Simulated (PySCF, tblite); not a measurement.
# C3H7BrSi2: geometry, infrared bands and NMR shifts

What infrared bands and NMR shifts should C3H7BrSi2 (`[SiH3]C#CC[SiH2]Br`) show?

Computed with tblite 0.8.0 and PySCF 2.14.0, with density-fitted response routines of our own, on a single molecule in the gas phase. Atoms are numbered from 0 throughout.

### Step 1. Starting geometry

13 atoms, charge 0, multiplicity 1; geometry from: force field or distance geometry start.

Bonds of the start (Å): Si0–C1 1.86, C1–C2 1.22, C2–C3 1.46, C3–Si4 1.85, Si4–Br5 2.22, Si0–H6 1.49, Si0–H7 1.48, Si0–H8 1.48, C3–H9 1.10, C3–H10 1.11, Si4–H11 1.49, Si4–H12 1.49.

### Step 2. Optimising the geometry with GFN2-xTB

Job settings and geometry (Å):

```
{"job": {"kind": "relax", "xc": "GFN2-xTB", "basis": "xTB"}, "charge": 0, "multiplicity": 1}
Si    -3.074100     0.630100     0.180700
C     -1.290600     0.116600     0.249000
C     -0.123900    -0.228200     0.316100
C      1.274600    -0.639400     0.389200
Si     2.326700    -0.101900    -1.032700
Br     4.396700    -0.832100    -0.727100
H     -3.426400     1.483300     1.347800
H     -3.961800    -0.554600     0.186200
H     -3.334300     1.408000    -1.055800
H      1.703000    -0.256600     1.330600
H      1.310600    -1.741500     0.472000
H      2.369700     1.379400    -1.146300
H      1.825500    -0.662700    -2.313400
```

On the command line:

```console
$ OMP_NUM_THREADS=1 python probes_run.py task.json out
```

One launch serves the whole session: the jobs run in the order shown.

**Question.** This job is followed by: GFN2-xTB harmonic vibrations, gas phase; GIAO PBE0/pcSseg-1 NMR shielding, non-relativistic, gas phase. What will the session give for the following? strongest single infrared mode (GFN2-xTB); zero-point energy (GFN2-xTB); 13C shifts against TMS (PBE0/pcSseg-1); 1H shifts against TMS (PBE0/pcSseg-1, means over atoms taken as alike); 29Si shifts against TMS (PBE0/pcSseg-1); 79Br shifts against HBr (PBE0/pcSseg-1).

The runs gave:

| quantity | value |
| --- | --- |
| strongest single infrared mode (GFN2-xTB) | 715 cm⁻¹, 703 km/mol |
| zero-point energy (GFN2-xTB) | 48.7 kcal/mol |
| 13C shifts against TMS (PBE0/pcSseg-1) | 110.9, 79.8, 11.3 ppm |
| 1H shifts against TMS (PBE0/pcSseg-1, means over atoms taken as alike) | 5.27, 4.23, 2.40 ppm |
| 29Si shifts against TMS (PBE0/pcSseg-1) | -19.3, -99.5 ppm |
| 79Br shifts against HBr (PBE0/pcSseg-1) | -118 ppm |

In words: Over 61 steps the energy fell by 0.119 eV; of the close pairs, C3–Si4 changed most, 1.849 to 1.903 Å. The lowest mode is slightly imaginary (19i cm⁻¹), a soft motion within the noise of the Hessian, so the minimum is not strictly shown. The strongest single mode, at 715 cm⁻¹, moves mainly H12 and H11. GFN2-xTB is a fitted tight-binding method: band positions and strengths are rough. Its intensities can rank the bands wrongly. At PBE0/pcSseg-1: The largest span, 323 ppm, is at Br5, where the paramagnetic term is -383 ppm. Spin-orbit coupling is left out, which matters for shieldings and couplings at and beside the heavy atoms.
